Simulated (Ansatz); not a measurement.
BeCr3, space group Pm-3m, relaxations under a series of pressures

Computed with Ansatz's Python interface.

Run as a notebook:

**Cell 1**
```python
import warnings

import ansatz as az
import numpy as np
import pandas as pd

def edges_and_angles(cell):
    cell = np.asarray(cell)
    a, b, c = np.linalg.norm(cell, axis=1)
    cosines = cell[1] @ cell[2] / (b * c), cell[0] @ cell[2] / (a * c), cell[0] @ cell[1] / (a * b)
    return (a, b, c, *np.degrees(np.arccos(cosines)))
```

**Cell 2**
```python
warnings.simplefilter('ignore', az.DeckWarning)

lattice = az.Lattice.of(
    (3.51121, 0.0, 0.0),
    (0.0, 3.51121, 0.0),
    (0.0, 0.0, 3.51121),
)
sites = [
    ('Be', (0.0, 0.0, 0.0)),
    ('Cr', (0.0, 0.5, 0.5)),
    ('Cr', (0.5, 0.0, 0.5)),
    ('Cr', (0.5, 0.5, 0.0)),
]
xtal = az.Crystal(lattice=lattice)
for symbol, position in sites:
    xtal = xtal.atom(symbol, position)
xtal = xtal.moments(Cr=3.9)
```

**Cell 3**
```python
xtal.resolved().tree()['lattice']
```
Output:
```text
((3.51121, 0.0, 0.0), (0.0, 3.51121, 0.0), (0.0, 0.0, 3.51121))
```

**Cell 4**
```python
model = (
    xtal.calculation()
    .functional(az.Functional.PBE)
    .basis(19 * az.Ha)
    .kpoints(7, 7, 7)
    .occupations(az.OccupationsMethod.FERMI_DIRAC, width=0.05)
    .spin(az.SpinTreatment.COLLINEAR)
)
```

**Cell 5**
```python
# H = F + PV, with 1 GPa A^3 = 1/160.21766 eV
rows = []
for pressure in [0, 5, 10, 20]:
    result = model.relax(cell=True, pressure=pressure).run(threads=1, backend='cpu')
    cell = result.lattice.cell_ang
    n_atoms = len(result.lattice.sites)
    volume = abs(np.linalg.det(cell)) / n_atoms
    enthalpy = result.report['free_energy_ev'] / n_atoms + pressure * volume / 160.21766
    rows.append((pressure, volume, enthalpy, *edges_and_angles(cell)))
    print(f'{pressure} GPa done: {volume:.4f} A^3/atom')

table = pd.DataFrame(rows, columns=['P_GPa', 'V_A3_atom', 'H_eV_atom', 'a', 'b', 'c', 'alpha', 'beta', 'gamma'])
print(table.round(4).to_string(index=False))
p, v = np.array([row[0] for row in rows], float), np.array([row[1] for row in rows])
print('mean bulk modulus between rows (GPa):', np.round(-np.diff(p) / np.diff(np.log(v)), 1))
```
Output:
```text
RunWarning: the starting moments were not kept: the SCF closed with an absolute magnetisation of 4.7e-6 μB, where they sum to 11.7 μB in size (3 sites). That is at most 0.1 of that sum. Measured as dr2_m measures the in/out step, that magnetisation stands [...]
0 GPa done: 10.7998 A^3/atom
5 GPa done: 10.5609 A^3/atom
10 GPa done: 10.3493 A^3/atom
20 GPa done: 9.9773 A^3/atom
 P_GPa  V_A3_atom  H_eV_atom      a      b      c  alpha  beta  gamma
     0    10.7998 -2556.3709 3.5088 3.5088 3.5088   90.0  90.0   90.0
     5    10.5609 -2556.0376 3.4827 3.4827 3.4827   90.0  90.0   90.0
    10    10.3493 -2555.7113 3.4593 3.4593 3.4593   90.0  90.0   90.0
    20     9.9773 -2555.0773 3.4174 3.4174 3.4174   90.0  90.0   90.0
mean bulk modulus between rows (GPa): [223.6 247.  273.2]
```

The volume falls from 10.80 Å³ an atom at 0 GPa to 9.98 at 20 GPa, by 7.6 %. Between 0 and 5 GPa, -V dP/dV is about 224 GPa, a mean over that step.

Notes:
- Total energies depend on the potentials; only differences at equal settings carry meaning.
- The SCF didn't keep the moments it started from (some shrank, vanished or turned); what is printed is the state reached.
- At a fixed pressure a relaxation lowers the enthalpy F + PV, while F alone can rise.
- For a metal this k-point mesh is coarse: on a finer one energies can move by several to tens of meV an atom and pressures by half a GPa or more, differences at one mesh by less.
- The structure comes from a database of computed cells and needn't be a stable or known phase.
- Warnings are shown shortened and without file and line.
- Symmetry holds the cell in this phase, whether or not it is the stable one at each pressure.
- The script silences the warnings on its input, which a real study should read.
- It ran for 82 s on 1 thread of Arm Neoverse V2 (shared host), peak memory 0.49 GiB.
